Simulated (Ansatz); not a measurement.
NiMoIrPdW:

```
Ni Mo Pd Ir W
1.0
    -1.37004    1.37004    9.71647
     1.37004   -1.37004    9.71647
     1.37004    1.37004   -9.71647
Ni Mo Pd Ir W
1 1 1 1 1
Direct
  0.19862 0.19862 0.00000
  0.60922 0.60922 0.00000
  0.79310 0.79310 0.00000
  0.39944 0.39944 0.00000
  0.99565 0.99565 0.00000
```

The cell was built by a generator and needn't be a form met in nature.

Base run:

```yaml
Program: Ansatz 0.2.0
Functional: LDA
Potentials_or_basis: Ansatz PAW
Cutoff: 420 eV
Density_cutoff: 1680 eV
k_mesh: 13 × 13 × 13
Occupations: fermi-dirac, width 0.05 eV
Spin: collinear spin, ferromagnetic start
Starting_moments: "[1.0, 1.0, 0.0, 0.6, 0.0] μB"
```

Its results: band gap on the k mesh none (metal or under the smearing width); pressure -14.7 GPa; net moment 0.00 μB per cell; largest force 0.264 eV/Å.

Question: After a change of settings the same cell gave: band gap on the k mesh none (metal or under the smearing width); pressure -9.2 GPa; net moment 0.00 μB per cell; largest force 0.160 eV/Å. Which change was it?
A. functional from LDA to r2SCAN; cutoff from 420 eV to 500 eV; density cutoff from 1680 eV to 2000 eV
B. functional from LDA to PBEsol
C. functional from LDA to PBE; potentials or basis from Ansatz PAW to JTH PAW; cutoff from 420 eV to 2400 eV; density cutoff from 1680 eV to 9600 eV; valence electrons from 81 to 79
D. functional from LDA to RPBE

Answer: B.

PBEsol binds less tightly than LDA, so the same cell stands under more pressure.

Caveats: the PAW data sets come from PBE, with cores solved anew for the run's functional, which leaves a small shift of forces and pressure.

Not every run made on this cell is shown here.
